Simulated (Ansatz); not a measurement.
# Si3C: the cost of one run

Method: DFT PBE, scalar-relativistic, plane waves, PAW, in Ansatz 0.2.0.

1 further run of the same task is left out (it didn't finish).

## 1. The structure to begin with

Symmetry: P-6m2, No. 187, hexagonal system. Conventional cell: a = 2.748 Å, b = 2.748 Å, c = 8.930 Å, α = 90.00°, β = 90.00°, γ = 120.00°. Around Si (site symmetry -6m2) lie 12 Si at 2.74 to 2.75 Å. Around Si (site symmetry 3m) lie 9 Si at 2.74 to 2.75 Å and 3 C at 2.74 Å. Around C (site symmetry -6m2) lie 6 Si at 2.74 Å and 6 C at 2.75 Å.

As a file:

```
CELL_PARAMETERS angstrom
2.74798 0.00000 0.00000
-1.37399 2.37982 0.00000
0.00000 0.00000 8.93042
ATOMIC_POSITIONS crystal
Si 0.33333 0.66667 0.00000
Si 0.66667 0.33333 0.25000
Si 0.66667 0.33333 0.75000
C 0.33333 0.66667 0.50000
```

The start is an ordering of an alloy on its end members' structure types: elements ordered on the sites of the Cr type, Si/C on Cr (P-6m2, No. 187).

## 2. The guess as it stands, on a coarse mesh

input.yaml

```yaml
crystal:
  lattice:
    - [2.74797842, 0.0, 0.0]
    - [-1.37398921, 2.37981913, 0.0]
    - [0.0, 0.0, 8.93042318]
  atoms:
    - { symbol: Si, position: [0.33333333, 0.66666667, 0.0] }
    - { symbol: Si, position: [0.66666667, 0.33333333, 0.25] }
    - { symbol: Si, position: [0.66666667, 0.33333333, 0.75] }
    - { symbol: C, position: [0.33333333, 0.66666667, 0.5] }
basis:
  ecutwfc: 420
kpoints:
  mp_grid: { grid: [6, 6, 2] }
hamiltonian:
  xc: pbe
scf:
  occupations: { method: gaussian, width: 0.1 }
  lower_state_search: "off"
output:
  forces: true
  stress: true
  eigenvalues: true
```

Launch:

```sh
$ ansatz run input.yaml --threads 1 --pin off --max-ram 2560MiB --backend cpu --events-out ev --progress --plain --runs-dir out
```

What time and memory should one allow on 1 thread of Intel Xeon at 2.50GHz (Skylake/Cascade Lake), shared host?

About 3.6 s, with a peak of 0.31 GiB.
